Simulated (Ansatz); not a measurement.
**C3H7NSe: up Jacob's ladder to CCSD(T)**

How much do the methods differ for C3H7NSe? The plan is to run it at one geometry with functionals of several rungs and with coupled cluster, and see how far each lands from CCSD(T) at the basis-set limit for the atomisation energy.

The runs use Ansatz 0.2.0, Gaussian basis; functionals in def2-TZVPP, the program's frozen cores in correlated methods.

Levels to be run: PBE-D4, r2SCAN-D4, PBE0-D4, B3LYP-D4, ωB97X-V, ωB97M-V, B2PLYP; CCSD(T)/def2-TZVPP; MP2/def2-QZVPP; extrapolation to the limit.

## (1) Structure used throughout

All runs share one geometry, relaxed beforehand with PBE0-D4 in a triple-zeta def2 set.

SMILES `CC[Se]C=N`, 12 atoms, charge 0, spin multiplicity 1.

Atoms are counted from 1 here; the program's logs count them from 0.

Bond lengths: C1–C2 1.513 Å, C1–H6 1.094 Å, C1–H7 1.092 Å, C1–H8 1.091 Å, C2–Se3 1.954 Å, C2–H9 1.091 Å, C2–H10 1.092 Å, Se3–C4 1.910 Å, C4–N5 1.257 Å, C4–H11 1.094 Å, N5–H12 1.020 Å. Angles: C2–C1–H6 110.3°, C2–C1–H7 111.4°, C2–C1–H8 111.1°, H6–C1–H7 107.9°, H6–C1–H8 108.2°, H7–C1–H8 107.7°, C1–C2–Se3 113.7°, C1–C2–H9 111.8°, C1–C2–H10 112.3°, Se3–C2–H9 104.6°, Se3–C2–H10 106.7°, H9–C2–H10 107.2°, C2–Se3–C4 97.1°, Se3–C4–N5 128.2°, Se3–C4–H11 112.5°, N5–C4–H11 119.4°, C4–N5–H12 113.2°.

## (2) PBE-D4 (GGA)

The input, in.yaml:

```yaml
crystal:
  periodic: [false, false, false]
  atoms:
    - {symbol: C, position_ang: [-0.729670, -0.028402, 1.573563]}
    - {symbol: C, position_ang: [0.528244, 0.541114, 0.956092]}
    - {symbol: Se, position_ang: [1.331771, -0.613979, -0.399671]}
    - {symbol: C, position_ang: [0.142184, -0.168735, -1.825796]}
    - {symbol: N, position_ang: [0.082742, -0.675839, -2.974222]}
    - {symbol: H, position_ang: [-1.119827, 0.651425, 2.337316]}
    - {symbol: H, position_ang: [-1.510136, -0.175150, 0.824248]}
    - {symbol: H, position_ang: [-0.535171, -0.994148, 2.043166]}
    - {symbol: H, position_ang: [1.315641, 0.683012, 1.697889]}
    - {symbol: H, position_ang: [0.354600, 1.508302, 0.480707]}
    - {symbol: H, position_ang: [-0.538873, 0.646142, -1.563543]}
    - {symbol: H, position_ang: [0.755397, -1.429041, -3.115849]}
basis:
  gaussian: {orbitals: def2-TZVPP}
hamiltonian: {xc: pbe, dispersion: d4}
output: {forces: true, orbitals: {seedname: orbitals}}
```

Launch:

```bash
> ansatz run in.yaml --threads 4 --pin off --events-out ev --progress --plain --max-ram 10444MiB
```

Further steps of the session: r2SCAN-D4 (meta-GGA); PBE0-D4 (hybrid); B3LYP-D4 (hybrid); ωB97X-V (range-separated); ωB97M-V (range-separated); B2PLYP (double hybrid); CCSD(T) in def2-TZVPP; MP2 in def2-QZVPP.

**Question.** What will the summary of the whole plan be? Wanted: atomisation energy, CCSD(T)/CBS; farthest; mean size of error, hybrid; mean size of error, range-separated; gap, smallest and largest; T1 diagnostic; triples share of the correlation energy.

As calculated:

| quantity | value |
| --- | --- |
| atomisation energy, CCSD(T)/CBS | 4498.9 kJ/mol |
| functionals within 45.0 kJ/mol (1.0 %) | r2SCAN-D4, PBE0-D4, B3LYP-D4, ωB97X-V, ωB97M-V, B2PLYP |
| farthest | PBE-D4 (+137.1 kJ/mol) |
| mean size of error, hybrid | 24.5 kJ/mol |
| mean size of error, range-separated | 5.0 kJ/mol |
| gap, smallest and largest | 4.23 eV (PBE-D4), 10.81 eV (ωB97X-V) |
| T1 diagnostic | 0.0117 |
| triples share of the correlation energy | 4.2 % |

**Reading.** PBE-D4 misses by +137.1 kJ/mol. Double hybrids carry the basis error of their MP2 part in triple zeta, and no dispersion term here, so their miss is partly the set-up's. Misses under about 45.0 kJ/mol are within the doubt on the reference itself, which lacks core-valence correlation, relativity and higher excitations, and its outer-core shells are covered unevenly. All levels share the lack of spin-orbit coupling, which lowers the free heavy atoms and so the true binding. Hartree-Fock recovers 70 % of the binding; the rest is correlation. The gap grows from 4.2 to 10.8 eV across the functionals, mostly with the share of exact exchange. Correlated methods include outer-core shells of Se, which these sets cover unevenly.
